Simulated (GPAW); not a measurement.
The system is NaLaMnMoO6.

```
CELL_PARAMETERS angstrom
5.55735 0.00000 0.00053
0.00000 5.59794 0.00000
-0.06290 0.00000 8.02462
ATOMIC_POSITIONS crystal
Na 0.75008 0.51572 0.49924
Na 0.24992 0.01572 0.50076
La 0.25715 0.95896 0.99937
La 0.74285 0.45896 0.00063
Mn 0.24767 0.48762 0.25607
Mn 0.75233 0.98762 0.74393
Mo 0.75559 0.99666 0.27090
Mo 0.24441 0.49666 0.72910
O 0.67335 0.97830 0.49061
O 0.03402 0.81017 0.27726
O 0.93353 0.28910 0.28026
O 0.47817 0.20966 0.19922
O 0.54435 0.73563 0.20079
O 0.82956 0.01818 0.00392
O 0.32665 0.47830 0.50939
O 0.96598 0.31017 0.72274
O 0.06647 0.78910 0.71974
O 0.52183 0.70966 0.80078
O 0.45565 0.23563 0.79921
O 0.17044 0.51818 0.99608
```

The cell was built by a generator and needn't be a form met in nature.

Base run:

```yaml
Program: GPAW 26.7.0
Functional: PBE
Potentials_or_basis: GPAW PAW data sets (gpaw-data 1.2.1)
Cutoff: 800 eV
Basis: pw
k_mesh: 4 × 4 × 3
Occupations: fermi-dirac, width 0.05 eV
Spin: collinear spin, ferromagnetic start
Starting_moments: "[0.0, 0.0, 0.0, 0.0, 4.0, 4.0, 1.0, 1.0, 0.0, 0.0, 0.0, 0.0, 0.0, 0.0, 0.0, 0.0, 0.0, 0.0, 0.0, 0.0] μB"
Hubbard_terms: Mn d U = 4 eV
```

Its results: band gap on the k mesh 1.05 eV, indirect (least direct gap 1.13 eV); pressure 1.9 GPa; net moment 10.00 μB per cell; site moments Na -0.00; La +0.01; Mn +4.42; Mo +0.20; O +0.01, +0.02 μB; largest force 0.992 eV/Å.

Q: The run is repeated on the same cell with these changes: hubbard terms from Mn d U = 4 eV to none. What comes out?

A: Band gap on the k mesh 0.16 eV, indirect (least direct gap 0.20 eV); pressure 0.1 GPa; net moment 9.96 μB per cell; site moments Na +0.00; La +0.01; Mn +4.07; Mo +0.37; O +0.02, +0.03, +0.04 μB; largest force 0.096 eV/Å.

The U term pushes filled and empty states of the shell apart.

Caveats: one-centre terms of the f shell are cut off; spin-orbit coupling is left out, which moves the levels of the heavy elements; the mesh misses the band edges, which the band path finds closer together; only a ferromagnetic start was run, and an antiferromagnetic order may lie lower in energy.
